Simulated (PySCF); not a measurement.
# H6OS2Si2: the cost of one run

The runs use PySCF 2.14.0, with density-fitted response routines of our own; the level of theory stands in each step. All values are computed, except where a source is named. Atoms are numbered from 0 throughout.

### 1 The starting structure

11 atoms, charge 0, multiplicity 1; geometry from: GFN2-xTB. The atoms were then displaced at random by about 0.01 Å, so the start is not that level's minimum.

Bonds of the start (Å): S0–Si1 2.15, Si1–O2 1.63, O2–Si3 1.57, Si3–S4 2.14, S0–H5 1.37, Si1–H6 1.45, Si1–H7 1.46, Si3–H8 1.45, Si3–H9 1.47, S4–H10 1.33.

### 2 Relaxing the molecule at PBE0-D3(BJ)/def2-SVP

Job settings and geometry (Å):

```
{"job": {"xc": "PBE0", "basis": "def2-SVP", "d3": "d3bj", "grid": 1, "shake": 0.01, "kind": "geom"}, "charge": 0, "multiplicity": 1}
S      2.175780     0.736460     0.956210
Si     1.471320    -0.177260    -0.858350
O     -0.118590    -0.529220    -0.734950
Si    -1.580200    -0.559270    -0.157580
S     -1.840840     0.931040     1.353460
H      1.242170     1.732270     0.975300
H      2.197710    -1.433770    -0.932380
H      1.604880     0.766710    -1.967780
H     -2.485510    -0.148660    -1.217500
H     -1.796830    -1.881680     0.438970
H     -0.831790     0.537550     2.128920
```

The run is started by

```bash
OMP_NUM_THREADS=1 python probes_run.py task.json out
```

The driver reads the jobs from task.json and runs them one after another.

**Question.** How long does this first job take on 1 thread of Arm Neoverse V1, shared host, and how much memory does it need?

About 64 s, with a peak of 0.49 GiB.
